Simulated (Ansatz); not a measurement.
**CH3AlFGa: a ladder of functionals and wavefunction methods**

An exercise on one series of results from a longer session: the logs are not shown, and one member is left open.

The runs use Ansatz 0.2.0, Gaussian basis; functionals in def2-TZVPP, the program's frozen cores in correlated methods.

Plan: LDA (SPW92), PBE-D4, revPBE-D4, BLYP-D4, r2SCAN-D4, B97M-V, PBE0-D4, B3LYP-D4, r2SCANh-D4, r2SCAN0-D4, HSE06-D4, BHLYP-D4, CAM-B3LYP-D4, LC-ωPBE, ωB97X-V, ωB97M-V, B2PLYP, PBE-QIDH; CCSD(T)/def2-SVP; CCSD(T)/def2-TZVPP; MP2/def2-QZVPP; extrapolation to the limit; RPA on PBE.

### The geometry

The geometry comes from an earlier relaxation with PBE0-D4 in a triple-zeta def2 set; it is a stationary point, not always the lowest conformer.

SMILES `[F][Al]1[CH2][GaH]1`, 7 atoms, charge 0, spin multiplicity 1.

Atoms are counted from 1 here; the program's logs count them from 0.

Bond lengths: F1–Al2 1.650 Å, Al2–C3 1.925 Å, Al2–Ga4 2.404 Å, C3–Ga4 2.035 Å, C3–H5 1.120 Å, C3–H6 1.090 Å, Ga4–H7 1.570 Å. Angles: F1–Al2–C3 139.0°, F1–Al2–Ga4 163.7°, C3–Al2–Ga4 54.7°, Al2–C3–Ga4 74.7°, Al2–C3–H5 92.0°, Al2–C3–H6 142.7°, Ga4–C3–H5 95.6°, Ga4–C3–H6 131.2°, H5–C3–H6 108.4°, Al2–Ga4–C3 50.6°, Al2–Ga4–H7 166.1°, C3–Ga4–H7 133.9°.

The first run:

in.yaml

```yaml
crystal:
  periodic: [false, false, false]
  atoms:
    - {symbol: F, position_ang: [-0.633362, -2.679740, 1.150911]}
    - {symbol: Al, position_ang: [-0.349593, -1.303626, 0.286757]}
    - {symbol: C, position_ang: [0.462883, 0.424138, 0.533596]}
    - {symbol: Ga, position_ang: [-0.549322, 0.552785, -1.227343]}
    - {symbol: H, position_ang: [1.427634, 0.079359, 0.080739]}
    - {symbol: H, position_ang: [0.686662, 1.177209, 1.289408]}
    - {symbol: H, position_ang: [-1.044892, 1.749875, -2.114077]}
basis:
  gaussian: {orbitals: def2-TZVPP}
hamiltonian: {xc: lda}
output: {orbitals: {seedname: orbitals}}
```

Run with:

```console
$ ansatz run in.yaml --threads 2 --pin off --events-out ev --progress --plain --max-ram 4352MiB
```

Steps of the session up to this table: LDA; PBE-D4 (GGA); revPBE-D4 (GGA); BLYP-D4 (GGA); r2SCAN-D4 (meta-GGA); B97M-V (meta-GGA); PBE0-D4 (hybrid); B3LYP-D4 (hybrid); r2SCANh-D4 (hybrid); r2SCAN0-D4 (hybrid); HSE06-D4 (hybrid); BHLYP-D4 (hybrid); CAM-B3LYP-D4 (range-separated); LC-ωPBE (range-separated); ωB97X-V (range-separated); ωB97M-V (range-separated); B2PLYP (double hybrid); PBE-QIDH (double hybrid).

One of the session's tables, all rows but one given; the rest of the session is left out.

| functional | HOMO (eV) | LUMO (eV) | gap (eV) |
| --- | --- | --- | --- |
| LDA (SPW92) | -5.28 | -3.19 | 2.10 |
| PBE-D4 | -5.16 | -2.96 | 2.19 |
| revPBE-D4 | -5.10 | -2.86 | 2.24 |
| BLYP-D4 | -5.03 | -2.84 | 2.19 |
| r2SCAN-D4 | -5.33 | -2.79 | 2.54 |
| B97M-V | -5.33 | -2.87 | 2.47 |
| PBE0-D4 | -6.07 | -2.20 | 3.86 |
| B3LYP-D4 | -5.92 | -2.40 | 3.52 |
| r2SCANh-D4 | -5.67 | -2.52 | 3.15 |
| r2SCAN0-D4 | ? | ? | ? |
| HSE06-D4 | -5.68 | -2.57 | 3.11 |
| BHLYP-D4 | -6.88 | -1.40 | 5.48 |
| CAM-B3LYP-D4 | -7.24 | -1.22 | 6.02 |
| LC-ωPBE | -8.38 | -0.15 | 8.23 |
| ωB97X-V | -8.13 | -0.25 | 7.87 |
| ωB97M-V | -7.97 | -0.43 | 7.54 |

**Question.** Estimate the row for r2SCAN0-D4.

Worked estimate for «HOMO (eV)». Against the share of exact exchange, r2SCAN-D4 (0, -5.33), r2SCANh-D4 (0.1, -5.67) give a slope of -3.40 per unit share; at 0.25 the line stands at -6.18.

**Answer.** HOMO (eV): -6.17; LUMO (eV): -2.11; gap (eV): 4.06. In «HOMO (eV)» the line misses by -0.01.
